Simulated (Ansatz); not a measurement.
# BClH4N2, SMILES NB(N)Cl: a single point from an input written key by key

Computed with the Python package of Ansatz (0.2.0).

Input file `input.yaml`:
```yaml
crystal:
  periodic: [false, false, false]
  atoms:
    - { symbol: "N", position_ang: [-0.5903, 1.2866, 0.0213] }
    - { symbol: B, position_ang: [-0.3069, -0.1389, -0.2177] }
    - { symbol: "N", position_ang: [0.6883, -0.8323, 0.6529] }
    - { symbol: Cl, position_ang: [-1.0815, -1.0632, -1.5617] }
    - { symbol: H, position_ang: [-0.3534, 1.8377, -0.8726] }
    - { symbol: H, position_ang: [-0.0321, 1.6987, 0.7826] }
    - { symbol: H, position_ang: [0.2678, -1.6487, 1.1102] }
    - { symbol: H, position_ang: [1.5002, -1.1971, 0.0292] }
basis:
  gaussian: { orbitals: def2-SVP }
hamiltonian:
  xc: b3lyp
```

`bclh4n2.py`
```python
"""Run BClH4N2 from an input written out key by key."""

import ansatz as az


def main() -> None:
    session = az.Session.from_deck("input.yaml")
    report = session.plan(threads=1).execute().report

    print(f"E = {report['free_energy_ev']:.6f} eV = {report['free_energy_ev'] / 27.211386246:.7f} Ha")
    print("converged:", report["converged"], " doubts:", report["published_state_doubts"] or "none")
    symbols = ["N", "B", "N", "Cl", "H", "H", "H", "H"]


if __name__ == "__main__":
    main()
```

```console
$ python bclh4n2.py
E = -16240.494396 eV = -596.8271608 Ha
converged: True  doubts: none
```

Total energies depend on the basis set; only differences at equal settings carry meaning. The geometry is a force-field or estimated start, not a minimum of this method, and the basis set is short of its limit. Wall time of the script: 2.3 s on 1 thread of Arm Neoverse V1 (shared host), peak memory 0.19 GiB.

(Lines on the test bed's own set-up are left out of the output.)
